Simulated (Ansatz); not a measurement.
# YLuAs2: how the settings move a single-point run

How sensitive is a single-point run of YLuAs2 to its settings? A reference run comes first, then three runs with altered input. The cell is built on a prototype (ordering on rocksalt) and needn't be the phase found in nature.

Method: reference: DFT, HSE06, plane waves, PAW, in Ansatz 0.2.0.

## 1. Starting point

The structure is trigonal, space group R-3m (No. 166). Conventional cell: a = 4.070 Å, b = 4.070 Å, c = 19.898 Å, α = 90.00°, β = 90.00°, γ = 120.00°. Y (site symmetry -3m) is surrounded by 6 As at 2.90 Å. Around Lu (site symmetry -3m) lie 6 As at 2.85 Å. As (site symmetry 3m) is surrounded by 3 Lu at 2.85 Å and 3 Y at 2.90 Å.

Structure file:

```
CELL_PARAMETERS angstrom
2.03519 1.17502 6.63264
-2.03519 1.17502 6.63264
0.00000 -2.35004 6.63264
ATOMIC_POSITIONS crystal
Y 0.00000 0.00000 0.00000
Lu 0.50000 0.50000 0.50000
As 0.24788 0.24788 0.24788
As 0.75212 0.75212 0.75212
```

## 2. Reference

input.yaml

```yaml
crystal:
  lattice:
    - [2.0351943463, 1.1750200037, 6.63264321]
    - [-2.0351943463, 1.1750200037, 6.63264321]
    - [0.0, -2.3500400074, 6.63264321]
  atoms:
    - { symbol: "Y", position: [1.0, 0.0, 0.0] }
    - { symbol: Lu, position: [0.5, 0.5, 0.5] }
    - { symbol: As, position: [0.2478776929, 0.2478776929, 0.2478776929] }
    - { symbol: As, position: [0.7521223071, 0.7521223071, 0.7521223071] }
kpoints:
  mp_grid: { grid: [4, 4, 4] }
hamiltonian:
  xc: hse06
scf:
  occupations: { method: fermi_dirac, width: 0.02 }
  n_extra_bands: 5
output:
  forces: true
  stress: true
  eigenvalues: true
```

Run with:

```sh
$ ansatz run input.yaml --threads 4 --pin off --max-ram 3686MiB --backend cpu --events-out ev --progress --plain --runs-dir out
```

## 3. Changed: exchange pbe, correlation pbe, coeff 0.4, omega 0.1

input.yaml: that of step 2 with these lines changed.

```diff
@@ -13,3 +13,3 @@
 hamiltonian:
-  xc: hse06
+  xc: { exchange: pbe, correlation: pbe, exx: { coeff: 0.4, omega: 0.1 } }
 scf:
```

## 4. Changing settings: exchange pbe, correlation pbe, coeff 0.05

input.yaml: that of step 2 with these lines changed.

```diff
@@ -13,3 +13,3 @@
 hamiltonian:
-  xc: hse06
+  xc: { exchange: pbe, correlation: pbe, exx: { coeff: 0.05 } }
 scf:
```

## 5. Variant: accuracy high

input.yaml: that of step 2 with these lines changed.

```diff
@@ -21 +21,2 @@
   eigenvalues: true
+accuracy: high
```

Q: Predict the outcome of this session. Wanted: for each run, ending; energy change; pressure; gap; force.

The runs gave:

| run | ending | energy change | pressure (GPa) | gap (eV) | force (eV/Å) | cycles | time |
| --- | --- | --- | --- | --- | --- | --- | --- |
| reference | converged | 0 | 0.2 | 0.00 | 0.11 | 25 | 60 s |
| 1: exchange pbe, correlation pbe, coeff 0.4, omega 0.1 | converged | not comparable | -0.1 | 0.00 | 0.14 | 29 | 64 s |
| 2: exchange pbe, correlation pbe, coeff 0.05 | converged | not comparable | 0.4 | 0.79 | 0.06 | 17 | 49 s |
| 3: accuracy high | converged | 0.0 meV/atom | 0.2 | 0.00 | 0.11 | 25 | 59 s |

Residual by cycle in the longest SCF loop of each run; runs are numbered as in the table. The quantity is the density residual dr2, in eV.

| cycle | reference | run 1 | run 2 | run 3 |
| --- | --- | --- | --- | --- |
| 1 | 0.071 | 0.13 | 0.00209 | 0.071 |
| 2 | 0.0542 | 0.0699 | 2.4e-4 | 0.0542 |
| 3 | 0.00707 | 0.0188 | 1.5e-4 | 0.00707 |
| 4 | 0.00188 | 0.00629 | 1.0e-4 | 0.00188 |
| 5 | 3.5e-4 | 0.00102 | 2.1e-5 | 3.5e-4 |
| 6 | 1.4e-4 | 0.00123 | 4.5e-7 | 1.4e-4 |
| 7 | 1.9e-4 | 8.0e-4 | 2.4e-8 | 1.9e-4 |
| 8 | 5.5e-6 | 1.6e-4 | - | 5.5e-6 |
| 9 | - | 8.6e-5 | - | - |
| 10 | - | 1.7e-5 | - | - |

«accuracy high» leaves the energy as it was.
